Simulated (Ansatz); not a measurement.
# CH₄O₂Sn, SMILES O=[CH][SnH2][OH]: a rigid scan of one bond length

With Ansatz 0.2.0, Python API.

The cells in order, each with its output:

```python
import warnings

import ansatz as az
from ase import Atoms
import numpy as np
```

```python
warnings.simplefilter('ignore', az.DeckWarning)

atoms = Atoms(['O', 'C', 'Sn', 'O', 'H', 'H', 'H', 'H'], positions=[
    (-1.2091, -0.0472, -1.7734),
    (-0.4614, 0.7148, -1.2126),
    (0.3203, 0.1264, 0.6402),
    (-0.3257, -1.6223, 1.1675),
    (-0.1588, 1.6538, -1.6742),
    (-0.0539, 1.3316, 1.8696),
    (2.1203, -0.0016, 0.521),
    (-0.1396, -2.2127, 0.406),
])
geometry = az.Crystal.molecule_from_ase(atoms)
```

```python
symbols = [site.symbol for site in geometry.cartesian_sites]
start = np.array([site.position_ang for site in geometry.cartesian_sites])
axis = (start[3] - start[2]) / np.linalg.norm(start[3] - start[2])
moving = [3, 7]
lengths, energies = [1.705, 1.782, 1.86, 1.937, 2.015, 2.092, 2.17, 2.286], []
for length in lengths:
    xyz = start.copy()
    xyz[moving] += (length - np.linalg.norm(start[3] - start[2])) * axis
    point = az.Crystal.molecule()
    for symbol, place in zip(symbols, xyz):
        point = point.atom(symbol, place.tolist())
    setup = (
        point.calculation()
        .basis(gaussian='def2-SVP')
        .functional('b3lyp')
    )
    report = setup.run().report
    energies.append(report['free_energy_ev'])
    print(f'r = {length:6.3f} A  E = {energies[-1]:.5f} eV  <S^2> = {abs(report["mean_field"]["state"]["spin_squared"]):.3f}')

# quartic fit about the minimum
fit = np.polynomial.Polynomial.fit(lengths, np.array(energies) - min(energies), 4).convert()
roots = [r.real for r in fit.deriv().roots() if abs(r.imag) < 1e-9 and fit.deriv(2)(r.real) > 0]
r_e = min(roots, key=lambda r: abs(r - lengths[int(np.argmin(energies))]))
print(f'minimum of the fit at {r_e:.4f} A, force constant {fit.deriv(2)(r_e):.2f} eV/A^2')
```

    r =  1.705 A  E = -11022.50609 eV  <S^2> = 0.000
    r =  1.782 A  E = -11023.29551 eV  <S^2> = 0.000
    r =  1.860 A  E = -11023.75639 eV  <S^2> = 0.000
    r =  1.937 A  E = -11023.97294 eV  <S^2> = 0.000
    r =  2.015 A  E = -11024.02189 eV  <S^2> = 0.000
    r =  2.092 A  E = -11023.95301 eV  <S^2> = 0.000
    r =  2.170 A  E = -11023.80255 eV  <S^2> = 0.000
    r =  2.286 A  E = -11023.48662 eV  <S^2> = 0.000
    minimum of the fit at 2.0020 A, force constant 20.44 eV/A^2

Notes:
- Total energies depend on the basis set; only differences at equal settings carry meaning.
- The rest of the molecule is held rigid at a force-field or estimated start geometry, and the basis set is modest; single-reference methods fail as a bond breaks.
- def2 sets replace the cores of elements past krypton by effective core potentials.
- b3lyp holds the VWN-RPA fit, as in Gaussian; the form of ORCA and Turbomole is b3lyp5.
- The orbitals are restricted, so S² is zero by construction.
- Toward dissociation an unrestricted state can lie under the restricted one, by tenths of an eV for polar bonds under a functional and by 1 to 2 eV or more for others.
- Wall time of the script: 21 s on 1 thread of Arm Neoverse V2, on a shared host, peak memory 0.24 GiB.
